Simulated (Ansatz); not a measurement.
SrSbO₃, space group Pm-3m, a comparison of norm-conserving and PAW potentials

Program: the Python package of Ansatz (0.2.0).

Contents of `srsbo3.cif`:
```cif
data_SrSbO3
_cell_length_a 4.208672
_cell_length_b 4.208672
_cell_length_c 4.208672
_cell_angle_alpha 90.00000
_cell_angle_beta 90.00000
_cell_angle_gamma 90.00000
_symmetry_space_group_name_H-M 'P 1'
_symmetry_Int_Tables_number 1
loop_
_symmetry_equiv_pos_as_xyz
'x, y, z'
loop_
_atom_site_label
_atom_site_type_symbol
_atom_site_fract_x
_atom_site_fract_y
_atom_site_fract_z
Sr1 Sr    0.000000    0.000000    0.000000
Sb2 Sb    0.500000    0.500000    0.500000
O3 O    0.500000    0.500000    0.000000
O4 O    0.500000    0.000000    0.500000
O5 O    0.000000    0.500000    0.500000
```

Notebook, run cell by cell (the value of a cell's last expression is shown):

In [1]:
```python
import ansatz as az
from ase.io import read
import numpy as np
```

In [2]:
```python
def count_gap(report):
    # lowest empty less highest filled band, counting bands; zero where they overlap
    return max(report.get('gap_by_band_count_ev') or 0.0, 0.0)
```

In [3]:
```python
atoms = read('srsbo3.cif')
cell = az.Crystal.from_ase(atoms)
```

In [4]:
```python
setup = (
    cell.calculation()
    .kpoints(length=24)
    .occupations('fermi_dirac')
    .functional('PBEsol')
    .stress()
    .forces()
    .band_table()
)
variants = {
    'PAW': setup.pseudopotentials('paw'),
    'norm-conserving': setup.pseudopotentials('nc'),
}
# totals differ by the cores that each treatment holds, so compare what does not depend on them
rows = []
for label, variant in variants.items():
    summary = variant.run(threads=1).report
    levels = np.array(summary['eigenvalues_ev'][0]) - summary['fermi_energy_ev']
    print(label, 'levels at the first k-point near E_F:', np.round(levels[np.abs(levels) < 5], 3))
    rows.append((label, summary['n_electrons'], np.trace(summary['stress_gpa']) / 3, count_gap(summary)))
print('     treatment  electrons in bands           P GPa  gap by band count eV')
for row in rows:
    print(f'{str(row[0]):>14s}  {row[1]:18.1f}  {row[2]:14.3f}  {row[3]:20.3f}')
```
```text
DeckWarning: basis.ecutwfc = 420 eV, auto-derived from the records' recommended cutoffs: set by Sr (normal level)
PAW levels at the first k-point near E_F: [-3.734 -3.734 -3.734 -3.617 -3.617 -3.617  2.108  2.231  2.231  3.94
  3.94 ]
DeckWarning: basis.ecutwfc = 1142.878222 eV, auto-derived from the records' recommended cutoffs: set by O (normal level)
norm-conserving levels at the first k-point near E_F: [-3.712 -3.712 -3.712 -3.602 -3.602 -3.602  2.137  2.263  2.263  3.97
  3.97 ]
     treatment  electrons in bands           P GPa  gap by band count eV
           PAW                43.0          -3.509                 0.000
norm-conserving                43.0          -3.693                 0.000
```

PAW gives -3.509 GPa and norm-conserving -3.693 GPa, 0.18 GPa apart. They took 2.2 and 8.0 s of processor time.

Reading the output:
- The cell holds an odd number of electrons and is run without spin, so a magnetic state may lie lower.
- The computed bands are complete only to about 3.9 eV above the Fermi level.
- For a metal this k-point mesh is coarse: on a finer one energies can move by several to tens of meV an atom and pressures by half a GPa or more, differences at one mesh by less.
- A gap by band count of zero or less means overlapping bands, a metal, and at an odd count of electrons it is no gap at all.
- The structure comes from a database of computed cells and needn't be a stable or known phase.
- Levels are Kohn-Sham eigenvalues on this mesh, without spin-orbit coupling.
- Warnings are shown shortened and without file and line.
- Stress is positive in compression.
- Wall time of the script: 11 s on 1 thread of Arm Neoverse V2, on a shared host, peak memory 0.59 GiB.

(A comment or docstring line of the script was reworded after the run, the code is as it ran; lines on the test bed's own set-up are left out of the output.)
